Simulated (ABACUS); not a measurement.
# CsLiCr2Te2S3 (R32) in ABACUS: a series of runs, part 3 of 3

ABACUS 3.10.1. The steps go on from the part before.

## (6) Single point, PBE, collinear spin, ferromagnetic start

Contents of run_abacus.py:

```python
"""ABACUS run from a structure file: ASE reads it, the script writes STRU, KPT and INPUT."""
import re
import subprocess
from ase.io import read
from ase.units import Bohr

atoms = read("POSCAR")
atoms = atoms[(-atoms.numbers).argsort(kind="stable")]  # ABACUS lists atoms element by element
pseudo = {'Cs': 'Cs.upf', 'Te': 'Te.upf', 'Cr': 'Cr.upf', 'S': 'S.upf', 'Li': 'Li.upf'}
orbital = {'Cs': 'Cs_confined-atom_10au_3s2p2d.orb', 'Te': 'Te_confined-atom_8au_2s2p2d.orb', 'Cr': 'Cr_confined-atom_7au_3s2p2d1f.orb', 'S': 'S_confined-atom_7au_2s2p1d.orb', 'Li': 'Li_confined-atom_8au_3s1p.orb'}
magmoms = [0.0, 0.0, 0.0, 3.0, 3.0, 0.0, 0.0, 0.0, 0.0]
kmesh = [4, 4, 4]
params = {
    'suffix': 'CsLiCr2Te2S3',
    'calculation': 'scf',
    'basis_type': 'lcao',
    'pseudo_dir': './',
    'orbital_dir': './',
    'symmetry': 1,
    'dft_functional': 'pbe',
    'ecutwfc': 100,
    'pseudo_rcut': 7,
    'nspin': 2,
    'nbands': 57,
    'ks_solver': 'genelpa',
    'smearing_method': 'fd',
    'smearing_sigma': 0.00367493,
    'scf_thr': 1e-07,
    'scf_nmax': 100,
    'mixing_type': 'broyden',
    'mixing_beta': 0.4,
    'cal_force': 1,
    'cal_stress': 1,
    'nupdown': 7.0,
    'out_mul': 1,
    'out_chg': 1,
    'out_pot': 2,
    'out_elf': 1,
}

symbols = atoms.get_chemical_symbols()
elements = list(dict.fromkeys(symbols))
lines = ["ATOMIC_SPECIES"] + [f"{e} {atoms.get_masses()[symbols.index(e)]:.4f} {pseudo[e]}" for e in elements]
if orbital:
    lines += ["", "NUMERICAL_ORBITAL"] + [orbital[e] for e in elements]
lines += ["", "LATTICE_CONSTANT", f"{1 / Bohr:.10f}", "", "LATTICE_VECTORS"]
lines += [" ".join(f"{x:.10f}" for x in v) for v in atoms.cell]
lines += ["", "ATOMIC_POSITIONS", "Direct"]
for e in elements:
    lines += ["", e, "0.0", str(symbols.count(e))]
    for i, p in enumerate(atoms.get_scaled_positions(wrap=False)):
        if symbols[i] == e:
            mag = "" if magmoms is None else " mag " + " ".join(str(x) for x in (magmoms[i] if isinstance(magmoms[i], list) else [magmoms[i]]))
            lines.append(" ".join(f"{x:.10f}" for x in p) + " 1 1 1" + mag)
open("STRU", "w").write("\n".join(lines) + "\n")
open("KPT", "w").write("K_POINTS\n0\nGamma\n%d %d %d 0 0 0\n" % tuple(kmesh))
open("INPUT", "w").write("INPUT_PARAMETERS\n" + "".join(f"{k:<20s}{v}\n" for k, v in params.items()))

done = subprocess.run(['mpirun', '-np', '4', 'abacus'])
if done.returncode:
    raise SystemExit(done.returncode)
log = open("OUT.CsLiCr2Te2S3/running_scf.log").read()
print("final energy (eV):", re.findall(r"FINAL_ETOT_IS (\S+)", log))
```

Contents of POSCAR:

```
CsLiCr2Te2S3
1.0
    3.3192900000      1.9163900000      6.8798200000
   -3.3192900000      1.9163900000      6.8798200000
    0.0000000000     -3.8327900000      6.8798200000
Cs Li Cr Te S
1 1 2 2 3
Direct
    0.0000000000      0.0000000000      0.0000000000
    0.5000000000      0.5000000000      0.5000000000
    0.7984800000      0.7984800000      0.7984800000
    0.2015200000      0.2015200000      0.2015200000
    0.6799000000      0.6799000000      0.6799000000
    0.3201000000      0.3201000000      0.3201000000
    0.1362600000      0.8637400000      0.5000000000
    0.5000000000      0.1362600000      0.8637400000
    0.8637400000      0.5000000000      0.1362600000
```

Potentials or basis: PseudoDojo NC SR 0.4.1 PBE standard, DZP LCAO (the cutoffs set its grid).

Started as:

```bash
OMP_NUM_THREADS=1 python run_abacus.py > log
```

running log:

```text
ABACUS v3.10.1

               Atomic-orbital Based Ab-initio Computation at UStc

 ------------------------------------------------------------------------------------

 READING GENERAL INFORMATION
                           global_out_dir = OUT.CsLiCr2Te2S3/
                           global_in_card = INPUT
                               pseudo_dir = ./
                              orbital_dir = ./
                                    DSIZE = 4
                                    GSIZE = 1

 READING UNITCELL INFORMATION
                                    ntype = 5
                  lattice constant (Bohr) = 1.88973
              lattice constant (Angstrom) = 1

 READING ATOM TYPE 1
                               atom label = Cs
                      L=0, number of zeta = 3
                      L=1, number of zeta = 2
                      L=2, number of zeta = 2
             number of atom for this type = 1
               magnetization of element 1 = 0

 READING ATOM TYPE 2
                               atom label = Te
                      L=0, number of zeta = 2
                      L=1, number of zeta = 2
                      L=2, number of zeta = 2
             number of atom for this type = 2
               magnetization of element 2 = 0

 READING ATOM TYPE 3
                               atom label = Cr
                      L=0, number of zeta = 3
                      L=1, number of zeta = 2
                      L=2, number of zeta = 2
                      L=3, number of zeta = 1
             number of atom for this type = 2
               magnetization of element 3 = 3

 READING ATOM TYPE 4
                               atom label = S
                      L=0, number of zeta = 2
                      L=1, number of zeta = 2
                      L=2, number of zeta = 1
[... 640 lines left out ...]
     Energy           Rydberg                 eV
----------------------------------------------------------
 E_KohnSham     -903.0966353922      -12287.2600859629
 E_KS(sigma->0) -903.0945850179      -12287.2321891887
 E_Harris       -903.0966337893      -12287.2600641533
 E_band         -103.2559205133      -1404.8688712158
 E_one_elec     -574.3993353629      -7815.1038883480
 E_Hartree      308.5526072102       4198.0735908142
 E_xc           -187.6441536071      -2553.0296854432
 E_Ewald        -449.6016528838      -6117.1443094375
 E_entropy(-TS) -0.0041007487        -0.0557935485
 E_descf        0.0000000000         0.0000000000
 E_exx          0.0000000000         0.0000000000
 E_Fermi_up     0.4393929183         5.9782473496
 E_Fermi_dw     0.3624097705         4.9308378903
----------------------------------------------------------

 charge density convergence is achieved
 final etot is -12287.260086 eV
 EFERMI = 0 eV
The vacuum level is 4.1233881553 eV

 STATE ENERGY(eV) AND OCCUPATIONS    NSPIN == 2
SPIN UP :
 1/36 kpoint (Cartesian) = 0.0000 0.0000 0.0000 (7466 pws)
       1       -67.1907      0.0156250
       2       -67.1906      0.0156250
       3       -40.3307      0.0156250
       4       -38.6195      0.0156250
       5       -38.6195      0.0156250
       6       -38.6170      0.0156250
[... 344 lines left out ...]
      56        10.5433    6.96753e-42
      57        10.7677    7.84289e-44

[... levels at 66 further k points ...]

-------------------------------------------------
 Total Magnetism (uB)
-------------------------------------------------
                        Cs1         0.0513813242
                        Te1         0.4724079884
                        Te2         0.4724081177
                        Cr1         3.0872809976
                        Cr2         3.0872818811
                         S1        -0.0605750959
                         S2        -0.0605751879
                         S3        -0.0605751883
                        Li1         0.0109651633
-------------------------------------------------

 correction force for each atom along direction 1 is -1.60419e-13
 correction force for each atom along direction 2 is -2.68261e-13
 correction force for each atom along direction 3 is 1.73593e-07
------------------------------------------------------------------------------------------
 TOTAL-FORCE (eV/Angstrom)
------------------------------------------------------------------------------------------
                       Cs1         0.0000000000         0.0000000000        -0.0000032043
                       Te1        -0.0000011809         0.0000041611        -1.8962107504
                       Te2         0.0000011501        -0.0000041897         1.8963304985
                       Cr1         0.0000030194        -0.0000021450         1.5398233794
                       Cr2         0.0000004954         0.0000021769        -1.5398578946
                        S1         0.2421077862        -0.0000432499        -0.0000248894
                        S2        -0.1210184437         0.2096915873        -0.0000234326
                        S3        -0.1210938000        -0.2096483644        -0.0000263124
                       Li1         0.0000009717         0.0000000000        -0.0000073942
------------------------------------------------------------------------------------------

----------------------------------------------------------------
 TOTAL-STRESS (KBAR)
----------------------------------------------------------------
        11.5568957376         0.0000035943        -0.0000004813
         0.0000035943        11.5568195688         0.0000205478
        -0.0000004813         0.0000205478        49.7463694008
----------------------------------------------------------------
 TOTAL-PRESSURE: 24.286695 KBAR

 --------------------------------------------
 !FINAL_ETOT_IS -12287.2600859629292245 eV
 --------------------------------------------
```

INPUT:

```text
INPUT_PARAMETERS
suffix              CsLiCr2Te2S3
calculation         scf
basis_type          lcao
pseudo_dir          ./
orbital_dir         ./
symmetry            1
dft_functional      pbe
ecutwfc             100
pseudo_rcut         7
nspin               2
nbands              57
ks_solver           genelpa
smearing_method     fd
smearing_sigma      0.00367493
scf_thr             1e-07
scf_nmax            100
mixing_type         broyden
mixing_beta         0.4
cal_force           1
cal_stress          1
nupdown             7.0
out_mul             1
out_chg             1
out_pot             2
out_elf             1
```

STRU:

```text
ATOMIC_SPECIES
Cs 132.9055 Cs.upf
Te 127.6000 Te.upf
Cr 51.9961 Cr.upf
S 32.0600 S.upf
Li 6.9400 Li.upf

NUMERICAL_ORBITAL
Cs_confined-atom_10au_3s2p2d.orb
Te_confined-atom_8au_2s2p2d.orb
Cr_confined-atom_7au_3s2p2d1f.orb
S_confined-atom_7au_2s2p1d.orb
Li_confined-atom_8au_3s1p.orb

LATTICE_CONSTANT
1.8897261258

LATTICE_VECTORS
3.3192900000 1.9163900000 6.8798200000
-3.3192900000 1.9163900000 6.8798200000
0.0000000000 -3.8327900000 6.8798200000

ATOMIC_POSITIONS
Direct

Cs
0.0
1
0.0000000000 -0.0000000000 -0.0000000000 1 1 1 mag 0.0

Te
0.0
2
0.6799000000 0.6799000000 0.6799000000 1 1 1 mag 0.0
0.3201000000 0.3201000000 0.3201000000 1 1 1 mag 0.0

Cr
0.0
2
0.7984800000 0.7984800000 0.7984800000 1 1 1 mag 3.0
0.2015200000 0.2015200000 0.2015200000 1 1 1 mag 3.0

S
0.0
3
0.1362600000 0.8637400000 0.5000000000 1 1 1 mag 0.0
0.5000000000 0.1362600000 0.8637400000 1 1 1 mag 0.0
0.8637400000 0.5000000000 0.1362600000 1 1 1 mag 0.0

Li
0.0
1
0.5000000000 0.5000000000 0.5000000000 1 1 1 mag 0.0
```

Run time: 74 s. Hardware: 4 MPI ranks of Intel Xeon 6975P-C (Granite Rapids), shared host; peak memory 1.8 GiB.

What came out:

```
Free energy      : -12287.2601 eV
Pressure         : 2.4 GPa
Largest force    : 1.896 eV/Å
Net moment       : 7.00 μB per cell
Absolute moment  : 7.43 μB per cell
Site moments     : Cs +0.05; Te +0.47; Cr +3.09; S -0.06; Li +0.01 μB
Mulliken charges : Cs +0.57; Te -0.30; Cr +0.42; S -0.42; Li +0.46 e
```

Forces in eV/Å, atoms in the order of the input:
```
Cs   0.000  0.000  0.000
Te   0.000  0.000 -1.896
Te   0.000  0.000  1.896
Cr   0.000  0.000  1.540
Cr   0.000  0.000 -1.540
S    0.242  0.000  0.000
S   -0.121  0.210  0.000
S   -0.121 -0.210  0.000
Li   0.000  0.000  0.000
```

Stress tensor (GPa, compression positive):
```
1.16 0.00 0.00
0.00 1.16 0.00
0.00 0.00 4.97
```

Caveat: the atomic orbitals were generated for these runs and aren't a published set; Mulliken charges move with the basis; the basis of atomic orbitals isn't converged, which shifts pressures, moduli and gaps; the total moment is fixed, so each spin has its own Fermi level; only a ferromagnetic start was run, and an antiferromagnetic order may lie lower in energy; forces of over 1 eV/Å show positions far from the minimum, so gaps and moduli don't describe the material at rest.

## (7) Summary

```tsv
fixed moment (μB)	pressure (GPa)	moment (μB)	largest force (eV/Å)
2.0	-0.6	2.00	0.51
3.5	0.5	3.50	0.36
4.5	1.1	4.50	0.59
6.0	1.8	6.00	1.38
7.0	2.4	7.00	1.90
```

Alike in all rows: task single point; level PBE; potentials or basis PseudoDojo NC SR 0.4.1 PBE standard, DZP LCAO (the cutoffs set its grid); spin collinear, ferromagnetic start; cell as given; k mesh 4 × 4 × 4; cutoff (eV) 1361; smearing fermi-dirac 0.05 eV.

Caveats: the atomic orbitals were generated for these runs and aren't a published set; the basis of atomic orbitals isn't converged, which shifts pressures, moduli and gaps; the total moment is fixed, so each spin has its own Fermi level; only a ferromagnetic start was run, and an antiferromagnetic order may lie lower in energy; the moment is held away from its start (some runs); forces of over 1 eV/Å show positions far from the minimum, so gaps and moduli don't describe the material at rest (some runs).

Absolute energies hang on the potentials; compare differences alone.
